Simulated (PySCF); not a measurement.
# The bond of BeN, level by level

An exercise on one series of results from a longer session: the logs are not shown, and one member is left open.

Computed with PySCF 2.14.0. Level: Be 3-21G, N 3-21G, no relativity.

Set-up of the first run:

The job is set up so:

```yaml
atoms: Be, N
charge: 0
basis: Be 3-21G, N 3-21G
Hamiltonian: no relativity
basis_functions: 18
electrons_treated: 11
masses_in_u: 9.0122, 14.0031
levels: PBE0, PBE, r²SCAN, TPSS, B97-3, r²SCAN0, HSE06, HF, MP2, SCS-MP2, CCSD, CCSD(T)
grid: 80 radial by 434 angular points
occupations: held fixed by the projection of orbital angular momentum
dissociation_limit: Be + N, each in its ground configuration
starting_distance_in_angstrom: 1.615
values_of_2S_to_try: 1, 3
```

Command:

```sh
> OMP_NUM_THREADS=1 python dia.py task.json out
```

Steps of the session up to this table: Input; First curve: PBE0; Other states along the same grid; PBE (GGA); r²SCAN (meta-GGA); TPSS; B97-3 (global hybrid GGA); r²SCAN0 (hybrid meta-GGA); HSE06; UHF; MP2 and coupled cluster.

One of the session's tables, all rows but one given; the rest of the session is left out.

Energy (eV) from each level's lowest point:

```
R (Å)    UHF  UHF-MP2  UHF-SCS-MP2  UHF-CCSD  UHF-CCSD(T)
1.416  0.687    0.726        0.746       n/a          n/a
1.482  0.303    0.329        0.345     0.368        0.381
1.548      ?        ?            ?         ?            ?
1.598  0.018    0.025        0.030     0.039        0.043
1.647  0.000    0.000        0.000     0.000        0.001
1.696  0.024    0.019        0.013     0.002        0.000
1.762  0.102    0.094        0.081     0.050        0.044
1.845  0.238    0.244        0.223     0.151        0.142
1.944  0.407    0.472        0.447     0.291        0.286
2.075  0.561    0.760        0.740       n/a          n/a
```

Estimate the missing values for R (Å) = 1.548.

Worked estimate for «UHF». A straight line through the neighbours (1.482, 0.303) and (1.598, 0.018) gives 0.303 + (0.018 − 0.303) × (1.548 − 1.482) / (1.598 − 1.482) = 0.141; a parabola fitted to 4 rows on both sides gives 0.085.

The run gave: UHF: 0.091; UHF-MP2: 0.106; UHF-SCS-MP2: 0.116; UHF-CCSD: 0.132; UHF-CCSD(T): 0.140. In «UHF» the line misses by +0.050 and the parabola by -0.006.
